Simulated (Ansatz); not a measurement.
Working through a relaxation of cell and ions of PbS, space group Fm-3m

Computed with Ansatz 0.2.0, Python API.

Typed at the interpreter:
```pycon
>>> import ansatz as az
>>> from ase import Atoms
>>> from ase.io import write
>>> import numpy as np
>>> def edges_and_angles(cell):
...     cell = np.asarray(cell)
...     a, b, c = np.linalg.norm(cell, axis=1)
...     cosines = cell[1] @ cell[2] / (b * c), cell[0] @ cell[2] / (a * c), cell[0] @ cell[1] / (a * b)
...     return (a, b, c, *np.degrees(np.arccos(cosines)))
...
>>> lattice = az.Lattice.of(
...     (0.0, 2.96575, 2.96575),
...     (2.96575, 0.0, 2.96575),
...     (2.96575, 2.96575, 0.0),
... )
>>> sites = [
...     ("Pb", (0.0, 0.0, 0.0)),
...     ("S", (0.5, 0.5, 0.5)),
... ]
>>> system = az.Crystal(lattice=lattice)
>>> for symbol, position in sites:
...     system = system.atom(symbol, position)
...
>>> system.resolved().sites[-1]
Site(symbol='S', position=(0.5, 0.5, 0.5), moment=None, axis=None, held=None, saved=None)
>>> # every cell quantity that the symmetry leaves free
>>> model = (
...     system.calculation()
...     .functional("PBE")
...     .pseudopotentials("paw")
...     .kpoints(6, 6, 6)
...     .occupations(az.OccupationsMethod.FIXED)
...     .relax(max_steps=60, cell=True)
... )
>>> steps = []
>>> def collect(event):
...     if event["event"] == "relax_step":
...         steps.append(event["data"])
...
>>> result = model.session().plan().execute(on_event=collect)
DeckWarning: basis.ecutwfc = 420 eV, auto-derived from the records' recommended cutoffs: set by Pb (normal level)
>>> r = result.report
>>> r["converged"], r["free_energy_ev"]
(True, -12809.572823040118)
>>> print("step   energy (eV)     max comp. (eV/A)   P (GPa)  SCF")
step   energy (eV)     max comp. (eV/A)   P (GPa)  SCF
>>> for s in steps:
...     print(f"{s['step']:4d} {s['lagrangian_ev']:15.5f} {s['allowed_force_max_ev_ang']:12.4f} {s['pressure_gpa']:10.3f} {s['n_scf']:5d}")
...
   1    -12809.55920       0.0000      2.207     7
   2    -12809.56842       0.0000     -1.085     5
   3    -12809.57258       0.0000     -0.071     5
   4    -12809.57261       0.0000      0.002     4
   5    -12809.57282       0.0000      0.002     5
>>> first, last = steps[0], steps[-1]
>>> symbols = [site.symbol for site in result.lattice.sites]
>>> print(f"energy gained {first['lagrangian_ev'] - last['lagrangian_ev']:.4f} eV in {len(steps) - 1} steps")
energy gained 0.0136 eV in 4 steps
>>> for label, vectors in (("before", first["cell_ang"]), ("after", result.lattice.cell_ang)):
...     print(label, "a b c (A) {:.4f} {:.4f} {:.4f}  angles {:.2f} {:.2f} {:.2f}".format(*edges_and_angles(vectors)), f" V = {abs(np.linalg.det(vectors)):.3f} A^3")
...
before a b c (A) 4.1942 4.1942 4.1942  angles 60.00 60.00 60.00  V = 52.172 A^3
after a b c (A) 4.2482 4.2482 4.2482  angles 60.00 60.00 60.00  V = 54.214 A^3
>>> print("final stress xx yy zz (GPa, compression positive):", np.round(np.diag(r["stress_gpa"]), 3) + 0.0)
final stress xx yy zz (GPa, compression positive): [0.002 0.002 0.002]
>>> print("atom   start x y z (A)              end x y z (A)")
atom   start x y z (A)              end x y z (A)
>>> for symbol, a, b in zip(symbols, first["positions_ang"], last["positions_ang"]):
...     print(f"{symbol:3s}", " ".join(f"{v:8.4f}" for v in a), "  ", " ".join(f"{v:8.4f}" for v in b))
...
Pb    0.0000   0.0000   0.0000      0.0000  -0.0000  -0.0000
S     2.9657   2.9657   2.9657      3.0040   3.0040   3.0040
>>> relaxed = Atoms(symbols, positions=[site.position_ang for site in result.lattice.sites], cell=result.lattice.cell_ang, pbc=True)
>>> write("relaxed.cif", relaxed, format="cif")
>>> n_atoms = len(r["lattice"]["sites"])
>>> print("F =", round(r["free_energy_ev"], 4), "eV for", n_atoms, "atoms")
F = -12809.5728 eV for 2 atoms
>>> print("E(sigma -> 0) =", round(r["energy_sigma0_ev"], 4), "eV, TS =", round(r["entropy_ts_ev"], 5), "eV")
E(sigma -> 0) = -12809.5728 eV, TS = 0.0 eV
>>> print("closed by", r["closed_by"], "after", r["n_iterations"], "iterations")
closed by deck_thresholds after 5 iterations
```

It writes `relaxed.cif`:
```cif
data_image0
_chemical_formula_structural       PbS
_chemical_formula_sum              "Pb1 S1"
_cell_length_a       4.248227539332788
_cell_length_b       4.248227539332788
_cell_length_c       4.248227539332788
_cell_angle_alpha    59.99999999999999
_cell_angle_beta     59.99999999999999
_cell_angle_gamma    59.99999999999999

_space_group_name_H-M_alt    "P 1"
_space_group_IT_number       1

loop_
  _space_group_symop_operation_xyz
  'x, y, z'

loop_
  _atom_site_type_symbol
  _atom_site_label
  _atom_site_symmetry_multiplicity
  _atom_site_fract_x
  _atom_site_fract_y
  _atom_site_fract_z
  _atom_site_occupancy
  Pb  Pb1       1.0  0.0  5.749811924768188e-36  5.749811924762314e-36  1.0000
  S   S1        1.0  0.5  0.5  0.5  1.0000
```

Absolute energies stand on the zero of these potentials, so only differences at equal settings mean something. A total without «per atom» is that of the cell as typed. Forces vanish by symmetry, so the ions can't move, and the end may be a saddle. With fixed filling the reported Fermi level is the top filled level among the k-points of the SCF. Energies along a relaxation are free energies. Rows at an unchanged volume are solved on a plane-wave basis chosen afresh for that cell, so the energy jumps there and such rows are no steps of the walk. Edges and angles are those of the cell as typed, here a primitive one, not of the conventional cell. Of the deposited cell: the entry's cell lengths or inner coordinates differ somewhat from later room-temperature determinations. Spin-orbit coupling, which matters for elements this heavy, is left out. The structure is a deposited one; some such entries were measured under pressure or heat, so a shift against it needn't be the functional's error alone. Warnings are shown shortened and without file and line. Processor time in the engine: 2.5 s on 1 thread of Intel(R) Xeon(R) Processor @ 2.30GHz (shared host), peak memory 0.55 GiB.
